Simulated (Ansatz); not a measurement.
# ZnO (zincite): a point defect seen from the nuclei (S on an O site)

Aim: the field gradients at and around a point defect: S on an O site in ZnO (zincite), cell charge 0. The cell is a supercell built from a structure deposited in the COD. Planned: a single point, then a relaxation, then a check of preconditioner.

Computed with Ansatz 0.2.0 (DFT, PBE, plane-wave PAW, default files, scalar-relativistic, as far as a step names no other, unless a step's input says otherwise).

**1. Starting point**

Symmetry: P3m1, No. 156, trigonal system. Conventional cell: a = 6.499 Å, b = 6.499 Å, c = 10.411 Å, α = 90.00°, β = 90.00°, γ = 120.00°. Zn (site symmetry m) is surrounded by 3 O at 1.97 to 1.98 Å and 1 S at 1.98 Å. Zn (site symmetry m) has 4 O at 1.97 to 1.98 Å as nearest neighbours. Zn (site symmetry 3m) has 4 O at 1.97 to 1.98 Å as nearest neighbours. Zn (site symmetry 3m) is surrounded by 1 S at 1.97 Å and 3 O at 1.98 Å. Only part of the 16 independent sites is listed.

As a file:

```
CELL_PARAMETERS angstrom
6.49862 0.00000 0.00000
-3.24931 5.62797 0.00000
0.00000 0.00000 10.41142
ATOMIC_POSITIONS crystal
Zn 0.16667 0.33333 0.25000
Zn 0.16667 0.33333 0.75000
Zn 0.16667 0.83333 0.25000
Zn 0.16667 0.83333 0.75000
Zn 0.66667 0.33333 0.25000
Zn 0.66667 0.33333 0.75000
Zn 0.66667 0.83333 0.25000
Zn 0.66667 0.83333 0.75000
Zn 0.33333 0.16667 0.00000
Zn 0.33333 0.16667 0.50000
Zn 0.33333 0.66667 0.00000
Zn 0.33333 0.66667 0.50000
Zn 0.83333 0.16667 0.00000
Zn 0.83333 0.16667 0.50000
Zn 0.83333 0.66667 0.00000
Zn 0.83333 0.66667 0.50000
S 0.33333 0.16667 0.18951
O 0.33333 0.16667 0.68951
O 0.33333 0.66667 0.18951
O 0.33333 0.66667 0.68951
O 0.83333 0.16667 0.18951
O 0.83333 0.16667 0.68951
O 0.83333 0.66667 0.18951
O 0.83333 0.66667 0.68951
O 0.16667 0.33333 0.43950
O 0.16667 0.33333 0.93951
O 0.16667 0.83333 0.43950
O 0.16667 0.83333 0.93951
O 0.66667 0.33333 0.43950
O 0.66667 0.33333 0.93951
O 0.66667 0.83333 0.43950
O 0.66667 0.83333 0.93951
```

Atom 17 of the input is the impurity.

**2. Gradients at the starting positions**

Contents of input.yaml:

```yaml
crystal:
  lattice:
    - [6.498616, 0.0, 0.0]
    - [-3.249308, 5.6279665454, 0.0]
    - [0.0, 0.0, 10.411418]
  atoms:
    - { symbol: Zn, position: [0.1666666666, 0.3333333334, 0.25] }
    - { symbol: Zn, position: [0.1666666666, 0.3333333334, 0.75] }
    - { symbol: Zn, position: [0.1666666666, 0.8333333334, 0.25] }
    - { symbol: Zn, position: [0.1666666666, 0.8333333334, 0.75] }
    - { symbol: Zn, position: [0.6666666666, 0.3333333334, 0.25] }
    - { symbol: Zn, position: [0.6666666666, 0.3333333334, 0.75] }
    - { symbol: Zn, position: [0.6666666666, 0.8333333334, 0.25] }
    - { symbol: Zn, position: [0.6666666666, 0.8333333334, 0.75] }
    - { symbol: Zn, position: [0.3333333334, 0.1666666666, 0.0] }
    - { symbol: Zn, position: [0.3333333334, 0.1666666666, 0.5] }
    - { symbol: Zn, position: [0.3333333334, 0.6666666666, 0.0] }
    - { symbol: Zn, position: [0.3333333334, 0.6666666666, 0.5] }
    - { symbol: Zn, position: [0.8333333334, 0.1666666666, 0.0] }
    - { symbol: Zn, position: [0.8333333334, 0.1666666666, 0.5] }
    - { symbol: Zn, position: [0.8333333334, 0.6666666666, 0.0] }
    - { symbol: Zn, position: [0.8333333334, 0.6666666666, 0.5] }
    - { symbol: S, position: [0.3333333334, 0.1666666666, 0.189505] }
    - { symbol: O, position: [0.3333333334, 0.1666666666, 0.689505] }
    - { symbol: O, position: [0.3333333334, 0.6666666666, 0.189505] }
    - { symbol: O, position: [0.3333333334, 0.6666666666, 0.689505] }
    - { symbol: O, position: [0.8333333334, 0.1666666666, 0.189505] }
    - { symbol: O, position: [0.8333333334, 0.1666666666, 0.689505] }
    - { symbol: O, position: [0.8333333334, 0.6666666666, 0.189505] }
    - { symbol: O, position: [0.8333333334, 0.6666666666, 0.689505] }
    - { symbol: O, position: [0.1666666666, 0.3333333334, 0.439505] }
    - { symbol: O, position: [0.1666666666, 0.3333333334, 0.939505] }
    - { symbol: O, position: [0.1666666666, 0.8333333334, 0.439505] }
    - { symbol: O, position: [0.1666666666, 0.8333333334, 0.939505] }
    - { symbol: O, position: [0.6666666666, 0.3333333334, 0.439505] }
    - { symbol: O, position: [0.6666666666, 0.3333333334, 0.939505] }
    - { symbol: O, position: [0.6666666666, 0.8333333334, 0.439505] }
    - { symbol: O, position: [0.6666666666, 0.8333333334, 0.939505] }
kpoints:
  mp_grid: { grid: [3, 3, 2] }
scf:
  occupations: { method: fermi_dirac, width: 0.01 }
hamiltonian:
  xc: pbe
  pseudopotentials: { kind: paw }
output:
  forces: true
  stress: true
  populations: true
  efg:
    quadrupole_moments_barn: { Zn: 0.122, S: -0.0694, O: -0.02558 }
    contact_densities: true
  write_density: true
  write_potential: true
  elf: true
  volumetric_format: npy
```

Run with:

```
$ ansatz run input.yaml --threads 1 --pin off --max-ram 3072MiB --backend cpu --events-out ev --progress --plain --runs-dir out
```

Log:

```text
Warning: RAYON_NUM_THREADS=1 ignored (pool sized by the plan → 1); use --threads N
Engine: ansatz 0.2.0, aarch64-unknown-linux-gnu
Pseudopotentials: kind: paw
Pseudopotential: Zn, paw, valence charge 12, recommended cutoff 420 eV (normal), Zn.paw.azcp
Pseudopotential: S, paw, valence charge 6, recommended cutoff 420 eV (normal), S.paw.azcp
Pseudopotential: O, paw, valence charge 6, recommended cutoff 420 eV (normal), O.paw.azcp
Functional definition: PBE
  parameter kappa = 0.804
  parameter beta = 0.06672455060314922
  exchange = pbe_x(kappa = kappa, mu = beta*pi^2/3)
  correlation = pbe_c(beta = beta)
Crystal: 32 atoms, lattice volume = 380.787 Å³
Basis set: ecut = 420 eV, 7475 PW (Γ), exchange–correlation on 90×90×144 points (8 copies of the dense FFT grid, shifted against one another)
Bands: 176, of which v1, the nominal top of the filled ones, is band 144 counted from 1 (143 counted from 0)
Symmetry: 6 space group operations
Space group: P3m1 (ITA 156), of the structure as read, at distance tolerance 7.2e-5 Å
k-points: 6 of 18 (time reversal used)
Non-local potential: Zn, projectors of the file, l = 0: 2, l = 1: 2, l = 2: 3, l = 3: 1
Non-local potential: S, projectors of the file, l = 0: 2, l = 1: 2, l = 2: 2
Non-local potential: O, projectors of the file, l = 0: 2, l = 1: 2, l = 2: 1
PAW form: soft (Blöchl's): semilocal exchange-correlation on the pseudo side does not see the compensation charge
PAW one-centre angular grid: Zn, 590 points (default); XC on 64 Gauss nodes
PAW one-centre angular grid: S, 110 points (default); XC on 64 Gauss nodes
PAW one-centre angular grid: O, 110 points (default); XC on 64 Gauss nodes
Initial density: superposition of atomic densities (neutral atoms: chi_scale 0, normalization atom), corrected by the library's trained network
Initial wavefunctions: pseudopotential atomic-orbital guess
Functional: x = pbe(κ = 0.804, μ = 0.2195149727645171), c = pbe(β = 0.06672455060314922)
SCF iter   1: F=—  HF=-62522.102828 eV  |F-HF|=—  |Δ(HF+E_count)|=         —  Δρ=2.43e-3  dr2=1.82e-2  ethr=1.77e-3  ⟨swp⟩=5.7  Hψ=4340  notcnv=0  defer=15
preconditioner: auto → Resta (q_TF=auto, 2.604 Å⁻¹)  ε∞=7.5  [insulator: Δε(μ)=0.936 eV  Ē_g=12.675 eV  σ=0.010 eV  W_gap=1.00  n_scr=110 (ndim 8)  ℏωp=32.3 eV  f_vac=0.032  D(μ)=0.00/eV (n_scr^D=0)  ε∞_Penn≈7.5]
SCF iter   2: F=—  HF=-62522.098341 eV  |F-HF|=—  |Δ(HF+E_count)|=   4.49e-3  Δρ=9.11e-4  dr2=3.46e-3  ethr=6.32e-6  ⟨swp⟩=2.0  Hψ=2122  notcnv=0  defer=152
SCF iter   3: F=—  HF=-62522.098204 eV  |F-HF|=—  |Δ(HF+E_count)|=   1.37e-4  Δρ=5.97e-4  dr2=1.81e-3  ethr=1.20e-6  ⟨swp⟩=2.0  Hψ=1718  notcnv=0  defer=152
SCF iter   4: F=—  HF=-62522.098172 eV  |F-HF|=—  |Δ(HF+E_count)|=   3.14e-5  Δρ=2.47e-4  dr2=2.16e-4  ethr=6.28e-7  ⟨swp⟩=2.0  Hψ=1718  notcnv=0  defer=152
SCF iter   5: F=—  HF=-62522.098172 eV  |F-HF|=—  |Δ(HF+E_count)|=   1.72e-7  Δρ=1.02e-4  dr2=6.21e-5  ethr=7.51e-8  ⟨swp⟩=2.0  Hψ=1725  notcnv=0  defer=152
SCF iter   6: F=—  HF=-62522.098391 eV  |F-HF|=—  |Δ(HF+E_count)|=   2.19e-4  Δρ=3.65e-5  dr2=1.01e-5  ethr=2.16e-8  ⟨swp⟩=2.3  Hψ=1761  notcnv=0  defer=152
SCF iter   7: F=—  HF=-62522.098392 eV  |F-HF|=—  |Δ(HF+E_count)|=   9.69e-7  Δρ=2.55e-5  dr2=2.12e-6  ethr=3.50e-9  ⟨swp⟩=2.0  Hψ=1731  notcnv=0  defer=152
SCF iter   8: F=—  HF=-62522.098392 eV  |F-HF|=—  |Δ(HF+E_count)|=   3.40e-8  Δρ=1.23e-5  dr2=4.44e-7  ethr=7.35e-10  ⟨swp⟩=2.0  Hψ=1763  notcnv=0  defer=152
SCF iter   9: F=—  HF=-62522.098392 eV  |F-HF|=—  |Δ(HF+E_count)|=   2.32e-7  Δρ=6.20e-6  dr2=1.13e-7  ethr=3.47e-11  ⟨swp⟩=14.8  Hψ=9137  notcnv=0
SCF iter  10: F=-62522.098392 eV  HF=-62522.098392 eV  |F-HF|=7.79e-9  |Δ(HF+E_count)|=  2.40e-10  Δρ=1.69e-6  dr2=1.36e-8  ethr=3.47e-11  ⟨swp⟩=8.2  Hψ=6629  notcnv=0
SCF 1 converged in 10 iterations: F = -62522.098392 eV  dr2 = 1.36e-8
SCF converged after 10 iterations
Free energy (F): -62522.098392 eV
Harris-Foulkes:  -62522.098392 eV  (|F-HF|=7.79e-9)
Internal energy: -62522.098392 eV  (E = F + TS)
E sigma→0 (E₀):  -62522.098392 eV
Fermi energy:    8.159840 eV
--- Per-component energies (eV) ---
  E_band       = 602.154912
  E_kinetic    = 4846.660082
  E_local      = -31716.973359  (includes V_loc(G=0)·N_el)
  E_nonlocal   = 10652.707745
  E_hartree    = 13064.003935
  E_xc         = -3394.375258
  E_vxc        = -2327.139747  (∫ρ·V_xc dr)
  E_paw        = -32273.395020  (= ΣΔE_a)
  E_vpaw       = -6981.138858  (= ΣTr[D̂ρ^β])
  E_aug_tail   = 0.031443  (compensation charges beyond the density's cutoff)
  E_ewald      = -23700.757961
  E_smearing   = -0.000000  (= −TS)
  E_closure    = -0.000000  (closes the sum)
  Σ components = -62522.098392   (vs F -62522.098392, Δ=0.00e0)
--- Forces (eV/Å), atoms counted from 1 ---
  atom   1  Zn    -3.51933318     2.03188796     1.30656322
  atom   2  Zn    -0.03430149     0.01980398    -0.07437683
  atom   3  Zn     0.00000000    -4.06377592     1.30656322
  atom   4  Zn     0.00000000    -0.03960795    -0.07437683
  atom   5  Zn     3.51933318     2.03188796     1.30656322
  atom   6  Zn     0.03430149     0.01980398    -0.07437683
  atom   7  Zn     0.00000000    -0.00000000    -0.04367558
  atom   8  Zn     0.00000000    -0.00000000    -0.09789661
  atom   9  Zn    -0.00000000    -0.00000000    -4.50041176
  atom  10  Zn     0.00000000     0.00000000     0.04328916
  atom  11  Zn    -0.01460281    -0.00843094    -0.09930753
  atom  12  Zn    -0.01001925    -0.00578462    -0.02946675
  atom  13  Zn     0.00000000     0.01686187    -0.09930753
  atom  14  Zn     0.00000000     0.01156923    -0.02946675
  atom  15  Zn     0.01460281    -0.00843094    -0.09930753
  atom  16  Zn     0.01001925    -0.00578462    -0.02946675
  atom  17  S      0.00000000     0.00000000     0.32144149
  atom  18  O      0.00000000     0.00000000     0.05790789
  atom  19  O     -0.12642679    -0.07299254     0.16048273
  atom  20  O      0.01463503     0.00844954     0.06662033
  atom  21  O      0.00000000     0.14598508     0.16048273
  atom  22  O      0.00000000    -0.01689908     0.06662033
  atom  23  O      0.12642679    -0.07299254     0.16048273
  atom  24  O     -0.01463503     0.00844954     0.06662033
  atom  25  O     -0.16075173     0.09281006     0.22199418
  atom  26  O     -0.07062630     0.04077611    -0.19835858
  atom  27  O      0.00000000    -0.18562011     0.22199418
  atom  28  O     -0.00000000    -0.08155222    -0.19835858
  atom  29  O      0.16075173     0.09281006     0.22199418
  atom  30  O      0.07062630     0.04077611    -0.19835858
  atom  31  O      0.00000000    -0.00000000     0.04471023
  atom  32  O      0.00000000    -0.00000000     0.11220820
  max |Σ_I F_I| component: 2.53e-5 eV/Å
--- Stress (GPa, compression-positive) ---
       10.679594       0.000000       0.000000
        0.000000      10.679594       0.000000
        0.000000       0.000000      12.589236
  P = ⅓ Tr σ = 11.3161 GPa (113.161 kbar)
--- PAW observables at the nuclei: V_zz in 10²¹ V/m², potentials from the cell's mean, atoms counted from 1 ---
  atom   1  Zn V_zz =    -4.170962   η = 0.0676   by run symmetry: allowed   C_q = -12.3041 MHz
            electrostatic potential = -3944.739587 V   contact ρ = 166602.207840 e/Å³
  atom   2  Zn V_zz =    +0.059859   η = 0.1317   by run symmetry: allowed   C_q = +0.1766 MHz
            electrostatic potential = -3945.417347 V   contact ρ = 166591.524676 e/Å³
  atom   3  Zn V_zz =    -4.170962   η = 0.0676   by run symmetry: allowed   C_q = -12.3041 MHz
            electrostatic potential = -3944.739587 V   contact ρ = 166602.207840 e/Å³
  atom   4  Zn V_zz =    +0.059859   η = 0.1317   by run symmetry: allowed   C_q = +0.1766 MHz
            electrostatic potential = -3945.417347 V   contact ρ = 166591.524676 e/Å³
  atom   5  Zn V_zz =    -4.170962   η = 0.0676   by run symmetry: allowed   C_q = -12.3041 MHz
            electrostatic potential = -3944.739587 V   contact ρ = 166602.207840 e/Å³
  atom   6  Zn V_zz =    +0.059859   η = 0.1317   by run symmetry: allowed   C_q = +0.1766 MHz
            electrostatic potential = -3945.417347 V   contact ρ = 166591.524676 e/Å³
  atom   7  Zn V_zz =    -0.008938   η = 0.0000   by run symmetry: allowed   C_q = -0.0264 MHz
            electrostatic potential = -3945.344508 V   contact ρ = 166591.477074 e/Å³
  atom   8  Zn V_zz =    +0.161985   η = 0.0000   by run symmetry: allowed   C_q = +0.4778 MHz
            electrostatic potential = -3945.411062 V   contact ρ = 166591.477540 e/Å³
  atom   9  Zn V_zz =    -4.122665   η = 0.0000   by run symmetry: allowed   C_q = -12.1616 MHz
            electrostatic potential = -3944.701805 V   contact ρ = 166602.221698 e/Å³
  atom  10  Zn V_zz =    +0.165370   η = 0.0000   by run symmetry: allowed   C_q = +0.4878 MHz
            electrostatic potential = -3945.359818 V   contact ρ = 166591.555916 e/Å³
  atom  11  Zn V_zz =    +0.122597   η = 0.3663   by run symmetry: allowed   C_q = +0.3617 MHz
            electrostatic potential = -3945.357064 V   contact ρ = 166591.481455 e/Å³
  atom  12  Zn V_zz =    +0.135636   η = 0.1200   by run symmetry: allowed   C_q = +0.4001 MHz
            electrostatic potential = -3945.405774 V   contact ρ = 166591.498755 e/Å³
  atom  13  Zn V_zz =    +0.122597   η = 0.3663   by run symmetry: allowed   C_q = +0.3617 MHz
            electrostatic potential = -3945.357064 V   contact ρ = 166591.481456 e/Å³
  atom  14  Zn V_zz =    +0.135636   η = 0.1200   by run symmetry: allowed   C_q = +0.4001 MHz
            electrostatic potential = -3945.405774 V   contact ρ = 166591.498756 e/Å³
  atom  15  Zn V_zz =    +0.122597   η = 0.3663   by run symmetry: allowed   C_q = +0.3617 MHz
            electrostatic potential = -3945.357064 V   contact ρ = 166591.481455 e/Å³
  atom  16  Zn V_zz =    +0.135636   η = 0.1200   by run symmetry: allowed   C_q = +0.4001 MHz
            electrostatic potential = -3945.405774 V   contact ρ = 166591.498755 e/Å³
  atom  17  S  V_zz =    +0.059851   η = 0.0000   by run symmetry: allowed   C_q = -0.1004 MHz
            electrostatic potential = -1635.820573 V   contact ρ = 19760.337214 e/Å³
  atom  18  O  V_zz =    -0.100139   η = 0.0000   by run symmetry: allowed   C_q = +0.0619 MHz
            electrostatic potential = -624.252830 V   contact ρ = 2156.843912 e/Å³
  atom  19  O  V_zz =    -1.140271   η = 0.5129   by run symmetry: allowed   C_q = +0.7053 MHz
            electrostatic potential = -624.290610 V   contact ρ = 2156.795433 e/Å³
  atom  20  O  V_zz =    -0.199471   η = 0.0148   by run symmetry: allowed   C_q = +0.1234 MHz
            electrostatic potential = -624.282145 V   contact ρ = 2156.846746 e/Å³
  atom  21  O  V_zz =    -1.140271   η = 0.5129   by run symmetry: allowed   C_q = +0.7053 MHz
            electrostatic potential = -624.290610 V   contact ρ = 2156.795433 e/Å³
  atom  22  O  V_zz =    -0.199471   η = 0.0148   by run symmetry: allowed   C_q = +0.1234 MHz
            electrostatic potential = -624.282145 V   contact ρ = 2156.846746 e/Å³
  atom  23  O  V_zz =    -1.140271   η = 0.5129   by run symmetry: allowed   C_q = +0.7053 MHz
            electrostatic potential = -624.290610 V   contact ρ = 2156.795433 e/Å³
  atom  24  O  V_zz =    -0.199471   η = 0.0148   by run symmetry: allowed   C_q = +0.1234 MHz
            electrostatic potential = -624.282145 V   contact ρ = 2156.846746 e/Å³
  atom  25  O  V_zz =    -0.739716   η = 0.2655   by run symmetry: allowed   C_q = +0.4575 MHz
            electrostatic potential = -624.287240 V   contact ρ = 2156.848069 e/Å³
  atom  26  O  V_zz =    -0.874587   η = 0.1441   by run symmetry: allowed   C_q = +0.5410 MHz
            electrostatic potential = -624.285300 V   contact ρ = 2156.822632 e/Å³
  atom  27  O  V_zz =    -0.739716   η = 0.2655   by run symmetry: allowed   C_q = +0.4575 MHz
            electrostatic potential = -624.287240 V   contact ρ = 2156.848069 e/Å³
  atom  28  O  V_zz =    -0.874587   η = 0.1441   by run symmetry: allowed   C_q = +0.5410 MHz
            electrostatic potential = -624.285300 V   contact ρ = 2156.822632 e/Å³
  atom  29  O  V_zz =    -0.739716   η = 0.2655   by run symmetry: allowed   C_q = +0.4575 MHz
            electrostatic potential = -624.287240 V   contact ρ = 2156.848069 e/Å³
  atom  30  O  V_zz =    -0.874587   η = 0.1441   by run symmetry: allowed   C_q = +0.5410 MHz
            electrostatic potential = -624.285300 V   contact ρ = 2156.822632 e/Å³
  atom  31  O  V_zz =    -0.170759   η = 0.0000   by run symmetry: allowed   C_q = +0.1056 MHz
            electrostatic potential = -624.256311 V   contact ρ = 2156.820669 e/Å³
  atom  32  O  V_zz =    -0.191755   η = 0.0000   by run symmetry: allowed   C_q = +0.1186 MHz
            electrostatic potential = -624.237011 V   contact ρ = 2156.837194 e/Å³
--- Band table (eV; the first three rows and the last of 6) ---
[... 4 lines left out ...]
--- Löwdin populations: 32 sites ---
  site symbol       q [e]
     0     Zn     10.5719
     1     Zn     10.5738
     2     Zn     10.5719
     3     Zn     10.5738
     4     Zn     10.5719
     5     Zn     10.5738
     6     Zn     10.5731
     7     Zn     10.5735
     8     Zn     10.5695
     9     Zn     10.5719
    10     Zn     10.5734
    11     Zn     10.5740
    12     Zn     10.5734
    13     Zn     10.5740
    14     Zn     10.5734
    15     Zn     10.5740
    16      S      7.0782
    17      O      7.2550
    18      O      7.2657
    19      O      7.2555
    20      O      7.2657
    21      O      7.2555
    22      O      7.2657
    23      O      7.2555
    24      O      7.2609
    25      O      7.2608
    26      O      7.2609
    27      O      7.2608
    28      O      7.2609
    29      O      7.2608
    30      O      7.2562
    31      O      7.2556
  spilling = 0.009927 (of n_electrons = 288.000000)
```

Run time: 80 s. Hardware: 1 thread of Arm Neoverse V2, shared host; peak memory 0.85 GiB.

At the end: gap on the mesh 0.93 eV, largest force 4.500 eV/Å, pressure 11.3 GPa.

Like atoms gathered into sites: 11 of 16, those nearest the defect, the farthest of each element and the two largest gradients.

| site | atoms | distance from the defect (Å) | V_zz (10²¹ V/m²) | η | C_Q (MHz) |
| --- | --- | --- | --- | --- | --- |
| S | 17 | 0.00 | 0.060 | 0.00 | -0.100 (³³S) |
| Zn9 | 9 | 1.97 | -4.12 | 0.00 | -12.2 (⁶⁷Zn) |
| Zn1 | 1, 3, 5 | 1.98 | -4.17 | 0.07 | -12.3 (⁶⁷Zn) |
| O25 | 25, 27, 29 | 3.21 | -0.74 | 0.27 | 0.458 (¹⁷O) |
| O26 | 26, 28, 30 | 3.21 | -0.87 | 0.14 | 0.541 (¹⁷O) |
| Zn10 | 10 | 3.23 | 0.17 | 0.00 | 0.488 (⁶⁷Zn) |
| O19 | 19, 21, 23 | 3.25 | -1.14 | 0.51 | 0.705 (¹⁷O) |
| Zn11 | 11, 13, 15 | 3.80 | 0.12 | 0.37 | 0.362 (⁶⁷Zn) |
| Zn7 | 7 | 3.80 | -0.009 | 0.00 | -0.026 (⁶⁷Zn) |
| Zn8 | 8 | 5.92 | 0.16 | 0.00 | 0.478 (⁶⁷Zn) |
| O20 | 20, 22, 24 | 6.14 | -0.20 | 0.01 | 0.123 (¹⁷O) |

V_zz is the principal component of the electric field gradient with the largest magnitude, η = (V_xx − V_yy)/V_zz and C_Q = eQV_zz/h. Quadrupole moments are those of Pyykkö's year-2017 table.

Direction of the V_zz axis (Cartesian unit vector):

| site | atom | x | y | z |
| --- | --- | --- | --- | --- |
| Zn1 | 1 | 0.82 | -0.47 | -0.31 |
| Zn2 | 2 | 0.62 | -0.36 | 0.70 |
| Zn8 | 8 | 0.00 | 0.00 | 1.00 |
| Zn9 | 9 | 0.00 | 0.00 | 1.00 |
| Zn10 | 10 | 0.00 | 0.00 | 1.00 |
| Zn11 | 11 | 0.24 | 0.14 | 0.96 |
| Zn12 | 12 | 0.05 | 0.03 | 1.00 |
| S | 17 | 0.00 | 0.00 | 1.00 |
| O18 | 18 | 0.00 | 0.00 | 1.00 |
| O19 | 19 | -0.50 | 0.87 | 0.00 |

Density in a lattice plane of the grid's cell (edges 6.50 and 10.41 Å, at 0.167 of the third edge), which holds Zn and S and O.

Values in e/Å³, 12 rows by 8 columns:
```
 0.24  0.33  0.28  0.42  0.25  0.33  0.29  0.43
 0.09  0.12  0.07  0.06  0.10  0.12  0.07  0.06
 0.28  0.35  0.72  1.30  0.29  0.34  0.72  1.30
 0.24  0.14  2.00  4.60  0.26  0.14  2.01  4.62
 0.09  0.06  0.34  0.55  0.10  0.06  0.34  0.55
 0.26  0.22  3.62 18.95  0.30  0.23  3.37 17.96
 0.24  0.33  0.28  0.43  0.24  0.33  0.28  0.43
 0.10  0.13  0.11  0.12  0.12  0.12  0.07  0.07
 0.28  0.44  0.90  1.03  0.47  0.36  0.72  1.29
 0.24  0.24  1.11  0.86  0.45  0.16  2.05  4.71
 0.10  0.08  0.55  0.83  0.16  0.06  0.36  0.57
 0.26  0.22  3.90 20.85  0.30  0.23  3.62 19.83
```
Columns run along the first of these edges and rows up along the second, over one cell in 8 and 12 even steps from the bottom left corner. Atoms in the plane (fractional): Zn at (0.33, 0.00), Zn at (0.33, 0.50), Zn at (0.83, 0.00), Zn at (0.83, 0.50), S at (0.33, 0.19), O at (0.33, 0.69), O at (0.83, 0.19), O at (0.83, 0.69).

ELF in the same plane.

Values, 12 rows by 8 columns:
```
0.32 0.50 0.13 0.16 0.33 0.49 0.14 0.17
0.09 0.11 0.05 0.05 0.09 0.11 0.05 0.04
0.14 0.15 0.67 0.78 0.16 0.15 0.67 0.78
0.32 0.12 0.79 0.69 0.33 0.12 0.79 0.70
0.08 0.05 0.14 0.15 0.08 0.05 0.14 0.15
0.14 0.29 0.05 0.00 0.16 0.28 0.05 0.00
0.32 0.50 0.14 0.18 0.32 0.50 0.14 0.18
0.08 0.11 0.12 0.15 0.10 0.11 0.05 0.05
0.14 0.24 0.81 0.75 0.39 0.17 0.67 0.78
0.28 0.34 0.68 0.32 0.64 0.12 0.80 0.69
0.08 0.09 0.38 0.40 0.21 0.04 0.16 0.18
0.14 0.27 0.05 0.00 0.15 0.28 0.05 0.00
```
Columns run along the first of these edges and rows up along the second, over one cell in 8 and 12 even steps from the bottom left corner. Atoms in the plane (fractional): Zn at (0.33, 0.00), Zn at (0.33, 0.50), Zn at (0.83, 0.00), Zn at (0.83, 0.50), S at (0.33, 0.19), O at (0.33, 0.69), O at (0.83, 0.19), O at (0.83, 0.69).

Both are smooth fields of the valence electrons: close to the nuclei they are not physical.

Maxima of ELF outside the ion cores: 0.86 on the S–Zn line, 0.7 Å from S; 0.84 in the shell around S, 0.8 Å from S; 0.84 in the shell around O, 0.6 Å from O.

(Part 1 of 3 ends here.)
